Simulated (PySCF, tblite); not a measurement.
# C3H10B2NS radical: geometry, infrared bands and EPR parameters

Wanted: the infrared bands and EPR parameters of C3H10B2NS radical (`[CH2]NBCBSC`), by calculation.

Programs: tblite 0.8.0 and PySCF 2.14.0, with density-fitted response routines of our own. Each step states its level of theory. These are calculated values for one molecule in the gas phase, unless marked as measured. Atoms are numbered from 0 throughout.

## (1) The starting structure

17 atoms, charge 0, multiplicity 2; geometry from: force field or distance geometry start.

Bonds of the start (Å): C0–N1 1.44, N1–B2 1.53, B2–C3 1.56, C3–B4 1.60, B4–S5 1.88, S5–C6 1.82, C0–H7 1.10, C0–H8 1.09, N1–H9 1.05, B2–H10 1.19, C3–H11 1.12, C3–H12 1.08, B4–H13 1.18, C6–H14 1.11, C6–H15 1.11, C6–H16 1.12.

## (2) Optimising the geometry with GFN2-xTB

Job settings and geometry (Å):

```
{"job": {"kind": "relax", "xc": "GFN2-xTB", "basis": "xTB"}, "charge": 0, "multiplicity": 2}
C     -2.457900     1.485500     0.857100
N     -2.292200     0.183500     0.276000
B     -1.045700     0.164000    -0.616700
C     -0.129900    -1.096300    -0.742500
B      0.569100    -1.487800     0.637900
S      2.268600    -0.831900     1.098500
C      2.872100     0.422100    -0.072800
H     -3.393600     1.632800     1.419000
H     -1.566900     1.905800     1.329600
H     -3.130300    -0.051800    -0.305100
H     -0.851000     1.076500    -1.360800
H     -0.800200    -1.944000    -1.038400
H      0.670000    -0.914600    -1.450300
H      0.300400    -2.554000     1.076500
H      2.047700     0.644000    -0.778600
H      3.791400     0.049000    -0.569000
H      3.141600     1.329500     0.528700
```

Run with:

```
> OMP_NUM_THREADS=1 python probes_run.py task.json out
```

The driver reads the jobs from task.json and runs them one after another.

The program printed:

```text
step      E/eV     max force
  0    -545.99435    2.535
  1    -546.28842    1.730
  2    -546.56224    0.914
  3    -546.63801    0.804
  4    -546.79376    0.903
  5    -546.85169    0.821
  6    -546.94082    0.701
  7    -546.99626    0.667
  8    -547.03926    0.603
  9    -547.07835    0.609
 10    -547.12089    0.610
 11    -547.19207    0.607
 12    -547.25364    0.679
 13    -547.30449    0.587
 14    -547.35238    0.559
 15    -547.40253    1.081
 16    -547.44299    0.679
 17    -547.48811    0.705
 18    -547.52313    0.538
 19    -547.55522    0.401
 20    -547.58747    0.349
 21    -547.61169    0.395
 22    -547.62522    0.259
 23    -547.63583    0.238
 24    -547.64332    0.285
 25    -547.65080    0.269
 26    -547.65859    0.216
 27    -547.66543    0.201
 28    -547.66996    0.171
 29    -547.67395    0.151
 30    -547.67836    0.175
 31    -547.68338    0.192
 32    -547.68771    0.146
 33    -547.69187    0.147
 34    -547.69671    0.183
 35    -547.70262    0.193
 36    -547.70760    0.154
 37    -547.71072    0.149
 38    -547.71292    0.116
 39    -547.71555    0.148
 40    -547.71833    0.131
 41    -547.72032    0.110
 42    -547.72194    0.096
 43    -547.72379    0.131
 44    -547.72592    0.126
 45    -547.72767    0.084
 46    -547.72875    0.080
 47    -547.72972    0.079
 48    -547.73113    0.108
 49    -547.73323    0.137
 50    -547.73544    0.120
 51    -547.73713    0.085
 52    -547.73822    0.085
 53    -547.73909    0.105
 54    -547.73995    0.102
 55    -547.74096    0.082
 56    -547.74214    0.080
 57    -547.74314    0.088
 58    -547.74434    0.105
 59    -547.74567    0.093
 60    -547.74695    0.087
 61    -547.74784    0.069
 62    -547.74836    0.061
 63    -547.74866    0.052
 64    -547.74887    0.033
 65    -547.74906    0.033
 66    -547.74922    0.035
 67    -547.74935    0.033
 68    -547.74946    0.027
 69    -547.74956    0.029
 70    -547.74969    0.034
 71    -547.74989    0.053
 72    -547.75020    0.061
 73    -547.75055    0.058
 74    -547.75085    0.042
 75    -547.75104    0.031
 76    -547.75121    0.037
 77    -547.75137    0.034
 78    -547.75149    0.024
 79    -547.75157    0.021
 80    -547.75163    0.021
 81    -547.75171    0.023
 82    -547.75184    0.029
 83    -547.75207    0.034
 84    -547.75244    0.050
 85    -547.75296    0.073
 86    -547.75367    0.092
 87    -547.75476    0.102
 88    -547.75644    0.100
 89    -547.75885    0.106
 90    -547.76154    0.209
 91    -547.74010    0.657
 92    -547.76500    0.197
 93    -547.76501    0.070
 94    -547.76755    0.075
 95    -547.76875    0.136
 96    -547.77017    0.134
 97    -547.77430    0.126
 98    -547.77572    0.088
 99    -547.77555    0.268
100    -547.77748    0.071
101    -547.77801    0.062
102    -547.77920    0.160
103    -547.78007    0.083
104    -547.78096    0.044
105    -547.78151    0.056
106    -547.78203    0.062
107    -547.78261    0.060
108    -547.78332    0.048
109    -547.78346    0.079
110    -547.78386    0.045
111    -547.78403    0.041
112    -547.78449    0.028
113    -547.78476    0.028
114    -547.78495    0.025
115    -547.78504    0.016
116    -547.78512    0.017
117    -547.78518    0.015
118    -547.78524    0.016
119    -547.78528    0.018
120    -547.78532    0.016
121    -547.78537    0.020
122    -547.78544    0.024
123    -547.78553    0.029
124    -547.78565    0.030
125    -547.78575    0.025
126    -547.78585    0.021
127    -547.78598    0.030
128    -547.78617    0.043
129    -547.78641    0.048
130    -547.78664    0.039
131    -547.78682    0.027
132    -547.78691    0.024
133    -547.78697    0.019
134    -547.78702    0.020
135    -547.78706    0.019
136    -547.78711    0.017
137    -547.78716    0.018
138    -547.78720    0.022
139    -547.78725    0.023
140    -547.78730    0.022
141    -547.78736    0.019
142    -547.78741    0.014
143    -547.78745    0.015
144    -547.78748    0.014
145    -547.78753    0.016
146    -547.78758    0.019
147    -547.78763    0.017
148    -547.78766    0.010
```

Run time: 3 s. Hardware: 1 thread of AMD EPYC, shared host.

The steps of the relaxation: (not every step is listed)

```csv
step,energy from step 0 (eV),largest force (eV/Å)
0,0.0000,2.5350
1,-0.2941,1.7300
2,-0.5679,0.9139
3,-0.6437,0.8036
4,-0.7994,0.9030
5,-0.8573,0.8215
6,-0.9465,0.7010
7,-1.0019,0.6672
8,-1.0449,0.6027
21,-1.6173,0.3948
34,-1.7024,0.1832
47,-1.7354,0.0789
60,-1.7526,0.0873
73,-1.7562,0.0578
86,-1.7593,0.0920
99,-1.7812,0.2684
112,-1.7901,0.0279
125,-1.7914,0.0250
138,-1.7928,0.0217
143,-1.7931,0.0146
144,-1.7931,0.0139
145,-1.7932,0.0158
146,-1.7932,0.0191
147,-1.7933,0.0166
148,-1.7933,0.0099
```

Close pairs (by a distance rule), those that changed most:

```csv
bond,before (Å),after (Å),change (Å)
N1–B2,1.533,1.409,-0.124
B4–S5,1.879,1.767,-0.112
C0–N1,1.435,1.351,-0.084
C6–H16,1.122,1.085,-0.037
N1–H9,1.047,1.013,-0.033
B2–C3,1.563,1.595,+0.032
C0–H7,1.101,1.072,-0.030
C3–H11,1.120,1.091,-0.030
```

The end geometry stands in the next job.

## (3) Harmonic vibrations with GFN2-xTB

Job settings and geometry (Å):

```
{"job": {"kind": "ir", "xc": "GFN2-xTB", "basis": "xTB"}, "charge": 0, "multiplicity": 2}
C     -2.863065     1.310839     0.693310
N     -2.040783     0.328806     0.263361
B     -0.788237     0.434492    -0.372922
C     -0.035091    -0.914418    -0.768411
B      0.633787    -1.399166     0.570980
S      2.232804    -0.902184     1.134344
C      2.889542     0.181663    -0.183517
H     -3.802376     1.069070     1.149395
H     -2.565380     2.331295     0.560742
H     -2.400371    -0.601855     0.439596
H     -0.337429     1.502610    -0.547998
H     -0.748033    -1.660234    -1.122819
H      0.680476    -0.737287    -1.570016
H      0.064623    -2.095508     1.323459
H      2.185630     0.984801    -0.370763
H      3.054379    -0.402164    -1.083712
H      3.832526     0.581269     0.173984
```

The program printed:

```text
mode    cm-1     km/mol
  1      41.9      1.57
  2      69.5      1.89
  3     102.3      8.80
  4     141.6      0.01
  5     174.1      0.18
  6     188.0      0.12
  7     247.1      4.90
  8     275.4      3.41
  9     367.1      4.95
 10     384.2      9.00
 11     450.5      3.19
 12     483.8     23.00
 13     663.7     34.93
 14     686.0     14.58
 15     712.6     97.91
 16     732.3      9.82
 17     819.3     25.69
 18     822.6     20.85
 19     897.9     10.97
 20     937.3      4.15
 21     954.8     13.36
 22     966.8     43.97
 23     983.2     37.45
 24    1040.4     38.13
 25    1109.3     32.37
 26    1111.3    326.32
 27    1133.0    124.38
 28    1195.2     68.07
 29    1310.6     29.82
 30    1311.7      6.00
 31    1385.4     21.65
 32    1448.2      8.13
 33    1452.0      0.99
 34    1457.4      4.37
 35    1495.3      1.79
 36    2615.6    126.47
 37    2623.5    111.98
 38    2972.3     54.12
 39    3000.8     33.56
 40    3034.9      6.75
 41    3054.8      4.13
 42    3063.0      3.44
 43    3139.6      2.10
 44    3188.3     30.74
 45    3392.0      5.32
```

Wall time 1.8 s (1 thread of AMD EPYC, shared host).

The strongest bands and the atoms that carry them (share of the mass-weighted mode):

```csv
cm⁻¹,km/mol,atoms
713,97.9,"H13 26 %, H10 23 %, B2 18 %, B4 14 %"
967,44.0,"H10 16 %, H7 11 %, H13 11 %"
1111,326.3,"H12 40 %, C3 20 %, H11 16 %"
1133,124.4,"B4 32 %, H11 28 %, H13 24 %"
1195,68.1,"B2 38 %, H12 13 %, N1 12 %, C0 10 %"
2616,126.5,H10 92 %
2624,112.0,H13 92 %
2972,54.1,H11 91 %
```

## (4) g tensor and hyperfine couplings: B3LYP/pcH-1

Same as in step 3 but for these lines:

```diff
@@ -1,2 +1,2 @@
-{"job": {"kind": "ir", "xc": "GFN2-xTB", "basis": "xTB"}, "charge": 0, "multiplicity": 2}
+{"job": {"kind": "epr", "basis": "pcH-1"}, "charge": 0, "multiplicity": 2}
 C     -2.863065     1.310839     0.693310
```

With the program's defaults for keys left out, this is: UKS B3LYP, pcH-1 on B C H N S, non-relativistic, mean-field spin-orbit, GIAO.

The program printed:

```text
UKS, coarse grid
  cycle   1  E = -622.97179946  |g| = 3.47e-01
  cycle   2  E = -622.95583994  |g| = 3.87e-01
  cycle   3  E = -623.03641374  |g| = 6.87e-02
  cycle   4  E = -623.03871581  |g| = 3.26e-02
  cycle   5  E = -623.03928076  |g| = 6.85e-03
  cycle   6  E = -623.03932033  |g| = 3.74e-03
  cycle   7  E = -623.03932907  |g| = 1.56e-03
  cycle   8  E = -623.03933168  |g| = 7.17e-04
UKS, final grid
  cycle   1  E = -623.03934070  |g| = 1.05e-03
  cycle   2  E = -623.03933999  |g| = 1.70e-03
  cycle   3  E = -623.03934118  |g| = 1.02e-04
  cycle   4  E = -623.03934119  |g| = 2.88e-05
E = -623.03934119 Eh   <S^2> = 0.7552 (exact 0.7500)
g shifts (ppm)      1          2          3
  rmc          -139       -139       -139
  gc              4         38         19
  oz_so         126        404       1263
  total          -9        303       1143
hyperfine (MHz)  atom isotope    a_iso     a_fc   dipolar eigenvalues
    0   13C      72.14      72.22    -70.20    -68.53    138.73
    1   14N      -6.32      -6.32     -3.35     -2.43      5.78
    2   11B      11.42      11.44    -12.18     -8.92     21.10
    3   13C      -5.45      -5.45     -1.38     -0.52      1.90
    4   11B      16.96      16.95     -1.39     -0.83      2.22
    5   33S       0.50       0.51     -1.22     -1.16      2.37
    6   13C      -0.24      -0.24     -0.18     -0.06      0.23
    7    1H     -57.42     -57.44    -34.12      0.80     33.32
    8    1H     -55.95     -55.96    -32.59     -0.16     32.76
    9    1H      -2.65      -2.66     -4.75     -3.23      7.99
   10    1H     -12.87     -12.87     -4.23     -1.91      6.14
   11    1H      15.68      15.68     -1.98     -0.89      2.86
   12    1H       6.81       6.81     -1.40     -1.17      2.57
   13    1H      -1.09      -1.09     -1.49     -0.34      1.83
   14    1H       0.17       0.17     -0.86     -0.81      1.67
   15    1H       0.76       0.76     -0.47     -0.41      0.88
   16    1H       0.04       0.04     -0.38     -0.32      0.69
```

Wall time 2.7 min (1 thread of AMD EPYC, shared host); peak memory 0.96 GiB.

Principal g values 2.00231, 2.00262, 2.00346; g(iso) = 2.00280, against 2.00232 for a free electron.

Hyperfine couplings; where a row names several nuclei, a(iso) is their mean (it holds for fast rotation or exchange) and the dipolar term the largest among them:

```csv
nuclei,isotope,a(iso) (MHz),"a(iso) (G, at g = 2.0023)",largest dipolar term (MHz)
C0,13C,72.1,25.7,138.7
"H7, H8",1H,-56.7,-20.2,-34.1
B4,11B,17.0,6.1,2.2
H10,1H,-12.9,-4.6,6.1
B2,11B,11.4,4.1,21.1
"H11, H12",1H,11.2,4.0,2.9
N1,14N,-6.3,-2.3,5.8
C3,13C,-5.5,-1.9,1.9
H9,1H,-2.7,-0.9,8.0
H13,1H,-1.1,-0.4,1.8
S5,33S,0.5,0.2,2.4
"H14, H15, H16",1H,0.3,0.1,1.7
C6,13C,-0.2,-0.1,0.2
```

Mulliken spin populations:

C0 0.87; N1 0.00; B2 0.21; C3 -0.02; B4 0.02; S5 0.01; C6 0.00; H7 -0.04; H8 -0.04; H9 0.00; H10 -0.01; H11 0.01; H12 0.00; H13 0.00; H14 0.00; H15 0.00; H16 0.00

In first order the couplings over 0.8 MHz of 1H, 11B, 14N give 2882 distinct lines over 89.3 G, if the averaged nuclei exchange fast.

Orbitals, density, ELF and potential are computed afterwards from the orbital file.

ELF in a plane through or near 6 of the atoms.

Ten even steps from ' ' (0.00) to '@' (1.00):
```
                                                        
                                                        
                                                        
                                      ..::              
                  ....      ----    ..@@@@++            
        ::**##--::%%@@==  ::@@@@..  ++@@@@@@::          
        ++@@@@##++@@@@%%  ==@@@@::  ++@@@@%%..          
        ++@@@@##==@@@@**  --%%%%::  ::%%++++==::        
        ::++##::@@##**..  ..++======++::%%%%@@%%--      
          ..==++--++::    ..::::%%%%**##::@@@@@@++      
            ..--==--::::==++==--##**==++::##@@@@==      
              ..--======**%%==..--##@@##  ..++++        
              ::==++++--::##--  ..%%@@@@::              
              --====--::::++..    ==@@@@::              
              ::--::..::====..      ----                
                      ..::::                            
                        ....                            
                                                        
                                                        
                                                        
```
The map spans 13.3 Å across and 9.4 Å up, centred on the molecule. Atoms in the plane (x, y in Å): C0 (3.1, 0.7), N1 (2.1, -0.1), C6 (-2.8, 0.7), H8 (3.0, 1.8), H9 (2.3, -1.1), H14 (-2.0, 1.4).

On the surface of density 0.002 e/bohr³ the electrostatic potential runs, from the 1st to the 99th percentile, from -0.85 V near S5 to 1.85 V near H9.

The spin density lies nearest to C0 52 %; B2 14 %; H7, H8 about 9 % each; N1 8 %.

## (5) Outcome

```
                                 quantity                  value
strongest single infrared mode (GFN2-xTB)  1111 cm⁻¹, 326 km/mol
             zero-point energy (GFN2-xTB)          82.4 kcal/mol
                           g(iso) (B3LYP)                2.00280
                                     ⟨S²⟩     0.755 (exact 0.75)
       largest a(iso) (averaged by class)    13C on C0, 72.1 MHz
    surface potential, 1st and 99th percentile     -0.85 V and 1.85 V
```

In words: The optimisation took 148 steps and gained 1.793 eV; among the close pairs (by a distance rule), N1–B2 changed most, from 1.533 to 1.409 Å. No mode is imaginary among the 45: a minimum at this level. Unscaled tight-binding wavenumbers are off by several per cent, some by more. Its intensities can rank the bands wrongly. Most of the unpaired spin sits on C0 (0.87 e). The isotropic g lies 0.5 ppt above the free-electron value.
